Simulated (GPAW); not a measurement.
Crystal: Ta3AsAu2O13.

```
CELL_PARAMETERS angstrom
5.72385 -0.00745 -0.00403
1.30279 6.25499 0.00561
0.27574 1.30074 8.36754
ATOMIC_POSITIONS crystal
Ta 0.21713 0.30521 0.58431
Ta 0.03325 0.11123 0.99855
Ta 0.58248 0.62145 0.50482
As 0.58707 0.89691 0.83049
Au 0.58004 0.09228 0.18613
Au 0.04485 0.82077 0.44682
O 0.66201 0.69726 0.71088
O 0.51632 0.13418 0.69625
O 0.85098 0.88773 0.91932
O 0.34466 0.87003 0.94651
O 0.73015 0.29240 0.03095
O 0.24622 0.21809 0.11075
O 0.12900 0.09398 0.49104
O 0.48032 0.38887 0.43499
O 0.05966 0.26685 0.78594
O 0.93330 0.53240 0.45645
O 0.49975 0.85161 0.34971
O 0.25256 0.62988 0.62473
O 0.91878 0.95175 0.22636
```

The cell was built by a generator and needn't be a form met in nature.

Base run:

```yaml
Program: GPAW 26.7.0
Functional: PBE
Potentials_or_basis: GPAW PAW data sets (gpaw-data 1.2.1)
Cutoff: 800 eV
Basis: pw
k_mesh: 4 × 3 × 3
Occupations: fermi-dirac, width 0.05 eV
Spin: no spin polarisation
```

Its results: band gap on the k mesh 1.31 eV, indirect (least direct gap 1.36 eV); pressure 2.2 GPa; largest force 0.490 eV/Å.

**Question.** The run is repeated on the same cell with these changes: functional from PBE to r2SCAN. What comes out?

**Answer.** Band gap on the k mesh 1.57 eV, indirect (least direct gap 1.61 eV); pressure -2.9 GPa; largest force 0.625 eV/Å.

r2SCAN gives the wider gap, since meta-GGAs in the generalised Kohn-Sham scheme recover part of the derivative discontinuity.

Caveats: with this Au data set, volumes or pressures lay over 1.5 % or 2 GPa off other programs in two to four cells of ten; spin-orbit coupling is left out, which moves the levels of the heavy elements; the PAW data sets were made with another functional, which shifts forces and pressure a little (some runs).

A k mesh can miss the band edges.

Not every run made on this cell is shown here.
